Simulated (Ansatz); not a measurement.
# BrClF2Si: the cost of one run

Program: Ansatz 0.2.0, Gaussian basis. Level of theory: the settings change from run to run. These are calculated values, not measurements.

**1. The molecule**

The geometry comes from an earlier relaxation with PBE0-D4 in a triple-zeta def2 set; it is a stationary point.

SMILES `F[Si](F)(Cl)Br`, 5 atoms, charge 0, spin multiplicity 1.

Atoms are counted from 1 here; the program's logs count them from 0.

Bond lengths: F1–Si2 1.572 Å, Si2–F3 1.572 Å, Si2–Cl4 2.009 Å, Si2–Br5 2.171 Å. Angles: F1–Si2–F3 107.6°, F1–Si2–Cl4 109.1°, F1–Si2–Br5 109.4°, F3–Si2–Cl4 109.1°, F3–Si2–Br5 109.4°, Cl4–Si2–Br5 112.2°.

As a file:

```xyz
5
charge 0, multiplicity 1
F     1.30650   -0.98962    0.15168
Si    0.02624   -0.08237    0.06133
F    -0.67878   -0.11504    1.46568
Cl   -1.22142   -0.84140   -1.31851
Br    0.61735    1.95492   -0.40158
```

**2. wB97M-V/def2-mTZVPP**

Set apart from the defaults: unrestricted orbitals, atoms shaken by 0.03 Å.

in.yaml reads:

```yaml
crystal:
  periodic: [false, false, false]
  atoms:
    - {symbol: F, position_ang: [1.291203, -0.980344, 0.217772]}
    - {symbol: Si, position_ang: [0.019350, -0.077468, 0.027590]}
    - {symbol: F, position_ang: [-0.704427, -0.151936, 1.405994]}
    - {symbol: Cl, position_ang: [-1.166690, -0.783410, -1.343334]}
    - {symbol: Br, position_ang: [0.620355, 1.927035, -0.443043]}
basis:
  gaussian: {orbitals: def2-mTZVPP}
magnetization: {spin_polarized: true, initial_magnetization: 0}
hamiltonian: {xc: {name: wB97M-V}}
output: {forces: true}
```

Started as:

```bash
ansatz run in.yaml --threads 4 --pin off --events-out ev --progress --plain --max-ram 10444MiB
```

What time and memory should one allow on 4 threads of Arm Neoverse V1, shared host?

About 14 s, with a peak of 0.76 GiB.
